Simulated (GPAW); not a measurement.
Set up this calculation in GPAW 26.7.0, as an ASE script.

```
Task                : single point
Functional          : PBE
Potentials or basis : GPAW PAW data sets (gpaw-data 1.2.1)
Cutoff              : 800 eV
Basis               : pw
k mesh              : 5 × 5 × 4
Occupations         : fermi-dirac, width 0.05 eV
Spin                : collinear spin, ferromagnetic start
Starting moments    : [0.0, 0.0, 0.0, 0.0, 4.0, 4.0, 1.0, 1.0, 0.0, 0.0, 0.0, 0.0, 0.0, 0.0, 0.0, 0.0, 0.0, 0.0, 0.0, 0.0] μB
Ranks               : 4
Maxiter             : 150
```

The system is NaLaMnMoO6.

```
Na La Mn Mo O
1.0
     5.55735    0.00000    0.00053
     0.00000    5.59794    0.00000
    -0.06290    0.00000    8.02462
Na La Mn Mo O
2 2 2 2 12
Direct
  0.75008 0.51572 0.49924
  0.24992 0.01572 0.50076
  0.25715 0.95896 0.99937
  0.74285 0.45896 0.00063
  0.24767 0.48762 0.25607
  0.75233 0.98762 0.74393
  0.75559 0.99666 0.27090
  0.24441 0.49666 0.72910
  0.67335 0.97830 0.49061
  0.03402 0.81017 0.27726
  0.93353 0.28910 0.28026
  0.47817 0.20966 0.19922
  0.54435 0.73563 0.20079
  0.82956 0.01818 0.00392
  0.32665 0.47830 0.50939
  0.96598 0.31017 0.72274
  0.06647 0.78910 0.71974
  0.52183 0.70966 0.80078
  0.45565 0.23563 0.79921
  0.17044 0.51818 0.99608
```

The cell was built by a generator and needn't be a form met in nature.

The input as run:

run.py

```python
from ase import Atoms
from ase.dft.bandgap import bandgap
from ase.io import write
from ase.units import Bohr, GPa
from ase.parallel import parprint
from gpaw import GPAW, PW
from gpaw.elf import elf_from_dft_calculation

atoms = Atoms(['Na', 'Na', 'La', 'La', 'Mn', 'Mn', 'Mo', 'Mo', 'O', 'O', 'O', 'O', 'O', 'O', 'O', 'O', 'O', 'O', 'O', 'O'],
              cell=[[5.55735, 0.0, 0.00053],
                    [0.0, 5.59794, 0.0],
                    [-0.0629, 0.0, 8.02462]],
              scaled_positions=[[0.75008, 0.51572, 0.49924],
                                [0.24992, 0.01572, 0.50076],
                                [0.25715, 0.95896, 0.99937],
                                [0.74285, 0.45896, 0.00063],
                                [0.24767, 0.48762, 0.25607],
                                [0.75233, 0.98762, 0.74393],
                                [0.75559, 0.99666, 0.2709],
                                [0.24441, 0.49666, 0.7291],
                                [0.67335, 0.9783, 0.49061],
                                [0.03402, 0.81017, 0.27726],
                                [0.93353, 0.2891, 0.28026],
                                [0.47817, 0.20966, 0.19922],
                                [0.54435, 0.73563, 0.20079],
                                [0.82956, 0.01818, 0.00392],
                                [0.32665, 0.4783, 0.50939],
                                [0.96598, 0.31017, 0.72274],
                                [0.06647, 0.7891, 0.71974],
                                [0.52183, 0.70966, 0.80078],
                                [0.45565, 0.23563, 0.79921],
                                [0.17044, 0.51818, 0.99608]],
              pbc=True)
atoms.set_initial_magnetic_moments([0.0, 0.0, 0.0, 0.0, 4.0, 4.0, 1.0, 1.0, 0.0, 0.0, 0.0, 0.0, 0.0, 0.0, 0.0, 0.0, 0.0, 0.0, 0.0, 0.0])

calc = GPAW(mode=PW(800),
            xc='PBE',
            kpts={'size': (5, 5, 4), 'gamma': True},
            occupations={'name': 'fermi-dirac', 'width': 0.05},
            nbands=142,
            convergence={'density': 1e-05, 'energy': 1e-05},
            maxiter=150,
            txt='gpaw.txt')
atoms.calc = calc
energy = atoms.get_potential_energy()
forces = atoms.get_forces()
stress = atoms.get_stress()
calc.write('gs.gpw')
write('result.traj', atoms)
parprint(f'Energy: {energy:.6f} eV')
parprint('Forces (eV/A):')
parprint(forces.round(4))
parprint('Stress (GPa):', (stress / GPa).round(3))
parprint('Moments:', calc.get_magnetic_moments().round(3))
parprint('Fermi level:', round(calc.get_fermi_level(), 4), 'eV')
parprint(f'Gap: {bandgap(calc)[0]:.4f} eV, direct: {bandgap(calc, direct=True)[0]:.4f} eV')

# fields on the real-space grid
write('density.cube', atoms, data=calc.get_pseudo_density() * Bohr**3)
write('potential.cube', atoms, data=calc.get_electrostatic_potential())
write('spin.cube', atoms, data=(calc.get_pseudo_density(spin=0) - calc.get_pseudo_density(spin=1)) * Bohr**3)
write('elf.cube', atoms, data=elf_from_dft_calculation(calc).data)
```

Potentials or basis: GPAW PAW data sets (gpaw-data 1.2.1), pw.

Launch:

```console
$ OMP_NUM_THREADS=1 mpirun -n 4 gpaw python run.py
```

It gave:

```
Pressure               : 0.1 GPa
Largest force          : 0.091 eV/Å
Band gap on the k mesh : 0.06 eV, indirect (least direct gap 0.10 eV)
Net moment             : 9.96 μB per cell
Site moments           : Na +0.00; La +0.01; Mn +4.07; Mo +0.37; O +0.02, +0.03, +0.04 μB
```

Caveat: one-centre terms of the f shell are cut off; spin-orbit coupling is left out, which moves the levels of the heavy elements; an odd mesh through Γ misses points on the zone boundary, where band edges often lie; only a ferromagnetic start was run, and an antiferromagnetic order may lie lower in energy.

Run time: 33 min on 4 MPI ranks on AMD EPYC 7R43 64-Core Processor (Zen 3) (shared host), peak memory 1.4 GiB a rank.
